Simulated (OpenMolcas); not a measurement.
# Lu²⁺ among point charges: CASSCF levels and susceptibility

Aim: the splitting of the states of Lu²⁺ in the field of 6 point charges, its lowest levels with spin-orbit coupling and its magnetic susceptibility.

The numbers are computed with OpenMolcas 26.06 (state-averaged CASSCF, spin-orbit coupling by RASSI with atomic mean-field integrals), except any that are marked as measured or tabulated.

1 further run of the same task is left out (it didn't finish).

## (1) The system

```
Species                           : Lu²⁺ (lutetium, Z = 71, 69 electrons)
Basis                             : ANO-RCC-VTZP [8s7p5d3f2g1h], 104 functions
Scalar Hamiltonian                : DKH2, point nucleus
Inactive shells                   : 1s 2s 2p 3s 3p 3d 4s 4p 4d 4f 5s 5p
Active space                      : 1 electron in 5 orbitals (5d)
Some configurations of this space : 5d
Orbitals                          : optimised for each spin and parity, averaged over all roots
```

The outer shells:

5d
```
5d [↑ ][  ][  ][  ][  ]
```

The ion sits among 6 point charges of -0.5 e arranged as a trigonal antiprism (D3d), 2.02 Å from the ion, with a polar angle of 51.5° against the regular 54.74°. The active orbitals were held to one l.

The work runs as a chain of OpenMolcas steps in one folder; each step below is one input file. Labels, J, g values, rates, χT and fits are worked out afterwards by a script from the matrices that RASSI stores. The input lists half of the charges; inversion (Group=XYZ) makes the rest.

## (2) GATEWAY and SEWARD: basis and integrals

File a.inp:

```
&GATEWAY
Coord
1

Lu 0.0 0.0 0.0
Basis=ANO-RCC-VTZP
Group=XYZ
NoMove
AngMom=0.0 0.0 0.0
AMFI
XField
3 Angstrom 0
0.000000 1.579803 1.258818 -0.500000
1.368149 -0.789901 1.258818 -0.500000
1.368149 0.789901 -1.258818 -0.500000
&SEWARD
```

## (3) CASSCF: doublets of even parity, 5 roots

File a.inp:

```
&RASSCF
FileOrb=start.orb
Symmetry=1
Spin=2
nActEl=1 0 0
Inactive=15 19
Ras2=5 0
CIRoot=5 5 1
SDav=5
CIMx=300
Iter=120 100
PrWF=0.3
OrbListing=Nothing
MaxOrb=0
SupSym
1
25 4 5 6 7 8 10 11 12 13 14 16 17 18 19 20 24 25 26 27 28 29 30 31 32
33
0
>>> COPY $Project.JobIph JOB001
```

start.orb holds the contracted functions of the basis, ordered by shell, or the orbitals of the step before.

## (4) RASSI: spin-orbit coupling between the states

File a.inp:

```
&RASSI
NrOfJobIphs=1 5
1 2 3 4 5
IphNames
JOB001
EJob
SpinOrbit
DIPRint=1.0
SOCoupling=1000.0
Subsets=2
Property=9
'ANGMOM' 1 'ANGMOM' 2 'ANGMOM' 3 'MLTPL  1' 1 'MLTPL  1' 2 'MLTPL  1' 3
'AMFI' 1 'AMFI' 2 'AMFI' 3
SOProperty=3
'ANGMOM' 1 'ANGMOM' 2 'ANGMOM' 3
```

What does the calculation give? Wanted: spin-free ground state; first state of the same spin within the active space; lowest level; next level.

The runs gave:

```
                                            quantity                              value
                                              method                             CASSCF
                              spin-free ground state     2E, 2-fold in its orbital part
first state of the same spin within the active space                   2A1 at 1950 cm⁻¹
                                        lowest level  2-fold E3/2, g = 0.00, 0.00, 0.98
                                          next level                        1106.6 cm⁻¹
                                         χT at 300 K                     0.11 cm³ K/mol
                           effective moment at 300 K                            0.93 μB
```

The spin-free ground state (2E) comes to 100 % from free-ion D terms and keeps the highest spin of the shell. χT at 300 K is 0.11, against 0.38 cm³ K/mol for the spin alone, so orbital moment lowers it. The free ion's ground configuration, as NIST lists it, lies outside this active space, so the lowest level here need not be the ground level. The field of point charges can differ much from that of real complexes. Point charges carry no covalency, so the field is a model and not that of real ligands.
